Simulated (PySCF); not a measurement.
**Pb2Cl8: other functionals and bases at one geometry**

One table from this session's results is given with a row withheld; the runs are named, their logs left out.

Method: several levels, as the steps say, no spin–orbit coupling; program: PySCF 2.14.0.

3 further runs of the same task are left out: 2 for a known fault of the program, 1 that didn't finish.

## The starting structure

10 atoms, charge 0, spin multiplicity 1.

Bond lengths: Pb1–Cl3 2.663 Å, Pb1–Cl4 2.663 Å, Pb1–Cl5 2.410 Å, Pb1–Cl6 2.426 Å, Pb1–Cl7 2.426 Å, Pb2–Cl3 2.663 Å, Pb2–Cl4 2.663 Å, Pb2–Cl8 2.410 Å, Pb2–Cl9 2.426 Å, Pb2–Cl10 2.426 Å. Angles: Cl3–Pb1–Cl4 76.5°, Cl3–Pb1–Cl5 99.1°, Cl3–Pb1–Cl6 144.9°, Cl3–Pb1–Cl7 82.8°, Cl4–Pb1–Cl5 99.1°, Cl4–Pb1–Cl6 82.8°, Cl4–Pb1–Cl7 144.9°, Cl5–Pb1–Cl6 112.0°, Cl5–Pb1–Cl7 112.0°, Cl6–Pb1–Cl7 99.4°, Cl3–Pb2–Cl4 76.5°, Cl3–Pb2–Cl8 99.1°, Cl3–Pb2–Cl9 144.9°, Cl3–Pb2–Cl10 82.8°, Cl4–Pb2–Cl8 99.1°, Cl4–Pb2–Cl9 82.8°, Cl4–Pb2–Cl10 144.9°, Cl8–Pb2–Cl9 112.0° and more.

As a file:

```xyz
10
Cl8Pb2
Pb    0.0000   -0.0196    2.0877
Pb    0.0000   -0.0196   -2.0877
Cl    1.6478   -0.1515    0.0000
Cl   -1.6478   -0.1515    0.0000
Cl    0.0000    2.3670    2.4247
Cl   -1.8500   -1.0980    3.2289
Cl    1.8500   -1.0980    3.2289
Cl    0.0000    2.3670   -2.4247
Cl   -1.8500   -1.0980   -3.2289
Cl    1.8500   -1.0980   -3.2289
```

Formal oxidation states: Pb +4. An earlier session relaxed this geometry at PBE0, Pb def2-SVP with ECP60, Cl def2-SVP (singlet, point group C2v).

At PBE0 on the finer grid: E = -4065.183595 Eh, HOMO -9.28 eV, LUMO -5.53 eV, Mulliken charge on Pb1 +0.88 e, largest force component 0.092 eV/Å. 

Levels to run: BLYP; revPBE; B3LYP; CAM-B3LYP. Hardware: 4 threads of Arm Neoverse V2, shared host.

The first run:

Contents of run.py (the lines that set the calculation):

```python
mol = gto.M(atom='''
Pb     0.00000    -0.01957     2.08772
Pb     0.00000    -0.01957    -2.08772
Cl     1.64780    -0.15147     0.00000
Cl    -1.64780    -0.15147     0.00000
Cl     0.00000     2.36702     2.42465
Cl    -1.85002    -1.09799     3.22889
Cl     1.85002    -1.09799     3.22889
Cl     0.00000     2.36702    -2.42465
Cl    -1.85002    -1.09799    -3.22889
Cl     1.85002    -1.09799    -3.22889''',
    basis={'Pb': 'def2-SVP', 'Cl': 'def2-SVP'},
    ecp={'Pb': 'def2-SVP'},
    charge=0, spin=0)
mf = dft.RKS(mol, xc='BLYP')
mf.grids.atom_grid = (75, 302)
mf = mf.density_fit()  # fitting sets: Pb def2-universal-JKFIT, Cl def2-universal-JKFIT
mf.conv_tol = 1e-08; mf.max_cycle = 55
mf.kernel(dm0)  # dm0: the density of the relaxed state
```

The run is started by

```console
$ OMP_NUM_THREADS=4 python run.py
```

Among the steps run: BLYP; revPBE; B3LYP; CAM-B3LYP.

One of the session's tables, all rows but one given; the rest of the session is left out.

| level | HOMO (eV) | gap (eV) | charge on Pb1 (e) | dipole (D) | largest force component (eV/Å) |
| --- | --- | --- | --- | --- | --- |
| PBE0 (relaxed here) | -9.28 | 3.75 | 0.88 | 0.03 | 0.09 |
| BLYP | -7.50 | 1.76 | 0.73 | 0.03 | 0.84 |
| revPBE | -7.77 | 1.82 | 0.80 | 0.03 | 0.64 |
| B3LYP | -8.88 | 3.29 | 0.84 | 0.02 | 0.38 |
| CAM-B3LYP | ? | ? | ? | ? | ? |

**Question.** Estimate the row for CAM-B3LYP.

**Answer.** HOMO (eV): -10.50; gap (eV): 5.95; charge on Pb1 (e): 0.84; dipole (D): 0.07; largest force component (eV/Å): 0.10. In the column «HOMO (eV)» it is the lowest.

In one basis the HOMO–LUMO gap runs from 1.76 eV (BLYP) to 5.95 eV (CAM-B3LYP). The largest leftover force, 0.84 eV/Å with BLYP, stands at a geometry relaxed at another level. Total energies of different levels can't be compared.
